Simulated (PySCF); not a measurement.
**InSi2NH8 (SMILES [SiH3][N]([SiH3])[InH2]) at 3 levels**

We compute a comparison of 3 runs (HF/STO-3G, HF/def2-SVP, r2SCAN/STO-3G) of InSi2NH8. 

The results are computed with PySCF 2.14.0.

## Step 1: The structure to begin with

InSi2NH8 has 12 atoms, charge 0, and is taken as a singlet. As SMILES, `[SiH3][N]([SiH3])[InH2]`. Geometry: a GFN2-xTB relaxation, a rough one for these elements and not checked as a minimum.

Bond lengths: Si1–N2 1.727 Å, N2–Si3 1.727 Å, N2–In4 2.063 Å, Si1–H5 1.480 Å, Si1–H6 1.470 Å, Si1–H7 1.471 Å, Si3–H8 1.469 Å, Si3–H9 1.471 Å, Si3–H10 1.480 Å, In4–H11 1.721 Å, In4–H12 1.721 Å. Some angles: Si1–N2–Si3 124.0°, Si1–N2–In4 118.0°, Si3–N2–In4 117.9°, N2–Si1–H5 106.6°, N2–Si1–H6 109.4°, N2–Si1–H7 110.1°, N2–Si3–H8 109.6°, N2–Si3–H9 109.8°, N2–Si3–H10 106.6°, N2–In4–H11 117.9°.

## Step 2: Energy and gradient at HF/STO-3G (run 1)

File job.py:

```python
import pyscf.grad
from pyscf import gto, scf

system = gto.M(
    atom='''
Si    -0.323150     1.405660    -0.954640
N     -0.026390     0.008790     0.016110
Si     0.764740     0.049080     1.550320
In    -0.560450    -1.831790    -0.747610
H     -1.038970     0.936530    -2.161790
H     -1.150210     2.357520    -0.199660
H      0.950140     2.040720    -1.327720
H      0.016180     0.919890     2.467020
H      2.136760     0.556340     1.391650
H      0.785870    -1.343140     2.051190
H     -1.242580    -1.882340    -2.327000
H     -0.311950    -3.217240     0.242140
''',
    basis='sto-3g',
    max_memory=1860,
    verbose=3,
)

mf = scf.RHF(system)
mf.conv_tol = 1e-10
mf.kernel()
if not mf.converged:
    mf = mf.newton().run(mf.mo_coeff, mf.mo_occ)

energy = mf.e_tot
print('E(%s) = %.9f' % ('HF', energy))
grad = mf.Gradients().kernel()
dip = mf.dip_moment()
pop, q = mf.mulliken_pop()
```

The run is started by

```console
$ OMP_NUM_THREADS=1 python job.py
```

The program printed:

```text
converged SCF energy = -6312.51861294994
[... 9 lines left out ...]
Dipole moment(X, Y, Z, Debye): -0.03124, -0.30247, -0.14676
[... 71 lines left out ...]
charge of   11H =     -0.19857
```

It took 8.7 s on 1 thread of Intel Xeon at 2.70GHz, shared host; peak memory 0.13 GiB.

## Step 3: Energy and forces at HF/def2-SVP (core potential) (run 2)

File job.py:

```python
from pyscf import gto, scf

mol = gto.Mole()
mol.atom = '''
Si    -0.610665     2.656312    -1.804008
N     -0.049870     0.016611     0.030443
Si     1.445149     0.092748     2.929680
In    -1.059097    -3.461581    -1.412778
H     -1.963369     1.769785    -4.085191
H     -2.173582     4.455067    -0.377303
H      1.795504     3.856402    -2.509027
H      0.030576     1.738340     4.661992
H      4.037891     1.051330     2.629837
H      1.485079    -2.538167     3.876187
H     -2.348136    -3.557107    -4.397393
H     -0.589500    -6.079702     0.457578
'''
mol.charge = 0
mol.verbose = 3
mol.spin = 0
mol.max_memory = 1860
mol.unit = 'bohr'
mol.ecp = {'In': 'def2-svp'}
mol.basis = 'def2-svp'
mol.build()

mf = scf.RHF(mol)
mf.conv_tol = 1e-10
mf.kernel()
if not mf.converged:
    mf = mf.newton().run(mf.mo_coeff, mf.mo_occ)

e_final = mf.e_tot
print('Final energy', e_final)
grad = mf.nuc_grad_method().kernel()
dip = mf.dip_moment()
pop, q = mf.mulliken_pop()
```

The run is started by

```console
$ OMP_NUM_THREADS=1 python job.py
```

The program printed:

```text
converged SCF energy = -825.970379116474
Final energy -825.9703791164741
[... 8 lines left out ...]
Dipole moment(X, Y, Z, Debye): -0.28241, -1.04469, -0.43887
[... 129 lines left out ...]
charge of   11H =     -0.15774
```

It took 21 s on 1 thread of Intel Xeon at 2.70GHz, shared host; peak memory 0.29 GiB.

## Step 4: Energy and forces at r2SCAN/STO-3G (run 3)

File input.py:

```python
from pyscf import gto, dft

mol = gto.Mole()
mol.atom = '''
Si  -0.323150   1.405660  -0.954640
N   -0.026390   0.008790   0.016110
Si   0.764740   0.049080   1.550320
In  -0.560450  -1.831790  -0.747610
H   -1.038970   0.936530  -2.161790
H   -1.150210   2.357520  -0.199660
H    0.950140   2.040720  -1.327720
H    0.016180   0.919890   2.467020
H    2.136760   0.556340   1.391650
H    0.785870  -1.343140   2.051190
H   -1.242580  -1.882340  -2.327000
H   -0.311950  -3.217240   0.242140
'''
mol.basis = 'sto-3g'
mol.max_memory = 1860
mol.verbose = 3
mol.build()

mf = dft.RKS(mol)
mf.xc = 'r2scan'
mf.grids.level = 5
mf.conv_tol = 1e-10
mf.kernel()
if not mf.converged:
    mf = mf.newton().run(mf.mo_coeff, mf.mo_occ)

e_final = mf.e_tot
print('E(%s) = %.9f' % ('R2SCAN', e_final))
grad = mf.nuc_grad_method().kernel()
mf.analyze()
```

The run is started by

```console
$ OMP_NUM_THREADS=1 python input.py
```

The program printed:

```text
converged SCF energy = -6316.11687198097
[... 11 lines left out ...]
MO #2   energy= -141.465998162748  occ= 2
[... 6 lines left out ...]
MO #9   energy= -22.9584238636487  occ= 2
[... 6 lines left out ...]
MO #16  energy= -15.2756610038021  occ= 2
[... 6 lines left out ...]
MO #23  energy= -3.30920066502965  occ= 2
[... 6 lines left out ...]
MO #30  energy= -0.694343128491295 occ= 2
[... 6 lines left out ...]
MO #37  energy= -0.259331062696741 occ= 2
[... 6 lines left out ...]
MO #44  energy= -0.120302400929543 occ= 2
[... 6 lines left out ...]
MO #51  energy= 0.293382734975458  occ= 0
[... 6 lines left out ...]
MO #58  energy= 0.418667411487915  occ= 0
[... 13 lines left out ...]
Dipole moment(X, Y, Z, Debye):  0.19608,  0.52975,  0.20325
```

Run time: 48 s. Hardware: 1 thread of Intel Xeon at 2.70GHz, shared host; peak memory 0.6 GiB.

## Step 5: The series

```
run                         level  core potential  integration grid   energy (Eh)  dipole moment (D)  HOMO energy (eV)  LUMO energy (eV)  wall time
  1                     HF/STO-3G               –                 –  -6312.518613               0.34             -6.69              6.30      8.7 s
  2  HF/def2-SVP (core potential)        def2-svp                 –   -825.970379               1.17            -10.40              0.92       21 s
  3                 r2SCAN/STO-3G               –                 5  -6316.116872               0.60             -2.56              1.87       48 s
```

## Step 6: Summary of results

```
                       quantity           value
            run 3: total energy  -6316.11687 Eh
           run 3: dipole moment          0.60 D
             run 3: HOMO energy        -2.56 eV
             run 3: LUMO energy         1.87 eV
           run 3: HOMO–LUMO gap         4.43 eV
run 3: largest force on an atom      4.375 eV/Å
```

In words: The dipole moment (its size) runs from 0.34 D (HF/STO-3G) to 1.17 D (HF/def2-SVP). The two ends differ in basis and core potential. The HOMO–LUMO gap runs from 4.43 eV (r2SCAN/STO-3G) to 12.98 eV (HF/STO-3G). Exact exchange widens orbital gaps. Some runs of one species differ in core potentials or relativity; totals across that change don't compare. In runs 1, 3 the basis is minimal, so the values are rough. In runs 1, 3 relativity is left out where basis or elements ask for it. All runs together took 77 s, the longest 48 s.
